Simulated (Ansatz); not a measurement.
# Hf3N: the cost of one run

Method: DFT PBE, scalar-relativistic, plane waves, PAW, in Ansatz 0.2.0.

3 further runs of the same task are left out: 2 that didn't finish, 1 set aside as unsound or not needed. Runs told in other sessions of the task aren't counted.

## (1) The system as given

It takes space group Pm-3m (No. 221, cubic). The conventional cell has a = 4.397 Å, b = 4.397 Å, c = 4.397 Å, α = 90.00°, β = 90.00°, γ = 90.00°. Around Hf (site symmetry 4/mmm) lie 2 N at 2.20 Å. N (site symmetry m-3m) is surrounded by 6 Hf at 2.20 Å.

Structure file:

```xyz
4
Lattice="4.3969 0.0000 0.0000 0.0000 4.3969 0.0000 0.0000 0.0000 4.3969" Properties=species:S:1:pos:R:3 pbc="T T T"
Hf    0.0000    2.1985    0.0000
Hf    0.0000    0.0000    2.1985
Hf    2.1985    0.0000    0.0000
N     0.0000    0.0000    0.0000
```

It is the end of an earlier relaxation with the same method, from a database cell with other species swapped in; it needn't be the stable form of this composition. At a tolerance of 0.05 Å it has space group Pm-3m (No. 221); it has 21.25 Å³/atom, an uncorrected energy of -0.09 eV/atom over the elements.

## (2) Electronic structure at the relaxed geometry

Contents of input.yaml:

```yaml
crystal:
  lattice:
    - [4.3969217806, 0.0, 0.0]
    - [0.0, 4.3969217806, 0.0]
    - [0.0, 0.0, 4.3969217806]
  atoms:
    - { symbol: Hf, position: [0.0, 0.5, 0.0] }
    - { symbol: Hf, position: [0.0, 0.0, 0.5] }
    - { symbol: Hf, position: [0.5, 0.0, 0.0] }
    - { symbol: "N", position: [0.0, 0.0, 0.0] }
basis:
  ecutwfc: 420
kpoints:
  mp_grid: { grid: [10, 10, 10] }
  band_path:
    path:
      - [[0.0, 0.0, 0.0], [0.0, 0.5, 0.0], [0.5, 0.5, 0.0], [0.0, 0.0, 0.0], [0.5, 0.5, 0.5], [0.0, 0.5, 0.0]]
      - [[0.5, 0.5, 0.5], [0.5, 0.5, 0.0]]
    npoints: 14
hamiltonian:
  xc: pbe
scf:
  occupations: { method: gaussian, width: 0.1 }
  n_extra_bands: 10
output:
  forces: true
  stress: true
  eigenvalues: true
  populations: true
  dos: { projected: true, de: 0.02, nscf_kmesh: { grid: [12, 12, 12] } }
  bader: true
  write_density: true
  write_potential: true
  elf: true
  volumetric_format: npy
```

The run is started by

```
$ ansatz run input.yaml --threads 1 --pin off --max-ram 2560MiB --backend cpu --events-out ev --progress --plain --runs-dir out
```

**Question.** How long does this run take on 1 thread of INTEL XEON PLATINUM 8581C at 2.10GHz (Emerald Rapids), shared host, and how much memory does it need?

About 42 s, with a peak of 0.54 GiB.
